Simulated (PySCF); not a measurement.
# [NdF3(NH3)]+: other functionals and bases at one geometry

An exercise on one series of results from a longer session: the logs are not shown, and one member is left open.

Method: several levels, as the steps say, no spin–orbit coupling; program: PySCF 2.14.0.

1 further run of the same task is left out (for a known fault of the program).

## Starting geometry

8 atoms, charge 1, spin multiplicity 1.

Bond lengths: Nd1–F2 1.976 Å, Nd1–F3 1.976 Å, Nd1–F4 1.976 Å, Nd1–N5 2.466 Å, N5–H6 1.029 Å, N5–H7 1.029 Å, N5–H8 1.029 Å. Angles: F2–Nd1–F3 113.7°, F2–Nd1–F4 113.7°, F2–Nd1–N5 104.8°, F3–Nd1–F4 113.7°, F3–Nd1–N5 104.8°, F4–Nd1–N5 104.8°, Nd1–N5–H6 113.8°, Nd1–N5–H7 113.8°, Nd1–N5–H8 113.8°, H6–N5–H7 104.9°, H6–N5–H8 104.9°, H7–N5–H8 104.9°.

Coordinates:

```
Nd    0.05880   -0.05880    0.05880
F     1.13024    1.20941    1.13024
F    -1.20941   -1.13024    1.13024
F     1.13024   -1.13024   -1.20941
N    -1.36491    1.36491   -1.36491
H    -1.98854    1.98854   -0.83532
H    -0.83532    1.98854   -1.98854
H    -1.98854    0.83532   -1.98854
```

Formal oxidation states: Nd +4. Each metal's 2 4f electrons lie in its core potential, so multiplicities, spins and levels count the valence alone. An earlier session relaxed this geometry at PBE0, Nd lcecp-2-SVP with ECP48, F def2-SVP, N def2-SVP, H def2-SVP (singlet, point group C3v).

At PBE0 on the finer grid: E = -395.439657 Eh, frontier levels not given, since the 4f levels lie in the core, Mulliken charge on Nd1 +1.74 e, largest force component 0.007 eV/Å. 

Levels to run: r2SCAN; wB97X; PBE0, TZVP. Hardware: 2 threads of Arm Neoverse V2, shared host.

Set-up of the first run:

Contents of run.py (the lines that set the calculation):

```python
mol = gto.M(atom='''
Nd     0.05880    -0.05880     0.05880
F      1.13024     1.20941     1.13024
F     -1.20941    -1.13024     1.13024
F      1.13024    -1.13024    -1.20941
N     -1.36491     1.36491    -1.36491
H     -1.98854     1.98854    -0.83532
H     -0.83532     1.98854    -1.98854
H     -1.98854     0.83532    -1.98854''',
    basis={'Nd': 'lcecp-2-SVP', 'F': 'def2-SVP', 'N': 'def2-SVP', 'H': 'def2-SVP'},
    ecp={'Nd': 'lcecp-2-SVP'},
    charge=1, spin=0)
mf = dft.RKS(mol, xc='R2SCAN')
mf.grids.atom_grid = (75, 302)  # f atoms: unpruned, at least (60, 302)
mf = mf.density_fit()  # fitting sets: Nd AutoAux, F def2-universal-JKFIT, N def2-universal-JKFIT, H def2-universal-JKFIT
mf.conv_tol = 1e-08; mf.max_cycle = 55
mf.kernel(dm0)  # dm0: the density of the relaxed state
```

Run with:

```sh
> OMP_NUM_THREADS=2 python run.py
```

Among the steps run: r2SCAN; wB97X; PBE0, TZVP.

One of the session's tables, all rows but one given; the rest of the session is left out.

```
              level  charge on Nd1 (e)  dipole (D)  largest force component (eV/Å)
PBE0 (relaxed here)               1.74        7.84                            0.01
             r2SCAN               1.68        7.73                            0.20
              wB97X                  ?           ?                               ?
         PBE0, TZVP               1.97        7.86                            0.29
```

Estimate the missing values for wB97X.

The run gave: charge on Nd1 (e): 1.78; dipole (D): 7.81; largest force component (eV/Å): 0.07. In the column «charge on Nd1 (e)» it lies between PBE0 (relaxed here) (1.74) and PBE0, TZVP (1.97).

The dipole of a charged species depends on the origin, so these sizes hold for this origin alone.

The largest leftover force, 0.29 eV/Å with PBE0, TZVP, stands at a geometry relaxed at another level. With 4f in the core, its levels are missing from HOMO and gap, and its count is fixed, so no charge can pass from the ligands into it. Total energies of different levels can't be compared.
